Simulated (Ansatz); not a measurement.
# ZnAu: the cost of one run

Program: Ansatz 0.2.0. Level of theory: DFT PBEsol, frozen-core PAW, scalar-relativistic unless said. These are calculated values, not measurements.

## 1. Starting point

The structure is cubic, space group Pm-3m (No. 221). Conventional cell: a = 3.147 Å, b = 3.147 Å, c = 3.147 Å, α = 90.00°, β = 90.00°, γ = 90.00°. Zn (site symmetry m-3m) is surrounded by 8 Au at 2.73 Å. Au (site symmetry m-3m) is surrounded by 8 Zn at 2.73 Å.

Coordinates:

```xyz
2
Lattice="3.1470 0.0000 0.0000 0.0000 3.1470 0.0000 0.0000 0.0000 3.1470" Properties=species:S:1:pos:R:3 pbc="T T T"
Zn    1.5735    1.5735    1.5735
Au    0.0000    0.0000    0.0000
```

Cartesian axes are those of the input's lattice vectors. The structure goes back to a database entry.

## 2. Cell and atoms relaxed, PAW

input.yaml

```yaml
crystal:
  lattice:
    - [3.147, 0.0, 0.0]
    - [0.0, 3.147, 0.0]
    - [0.0, 0.0, 3.147]
  atoms:
    - { symbol: Zn, position: [0.5, 0.5, 0.5] }
    - { symbol: Au, position: [0.0, 0.0, 0.0] }
kpoints:
  mp_grid: { grid: [16, 16, 16] }
scf:
  occupations: { method: fermi_dirac, width: 0.1 }
hamiltonian:
  xc: pbesol
  pseudopotentials: { kind: paw }
relax:
  f_tol: 0.002
  max_steps: 80
  cell: {}
output:
  forces: true
  stress: true
```

On the command line:

```
$ ansatz run input.yaml --threads 1 --pin off --max-ram 3072MiB --backend cpu --events-out ev --progress --plain --runs-dir out
```

Q: Estimate wall time and peak memory on 1 thread of Arm Neoverse V1, shared host.

About 23 s, with a peak of 0.39 GiB.
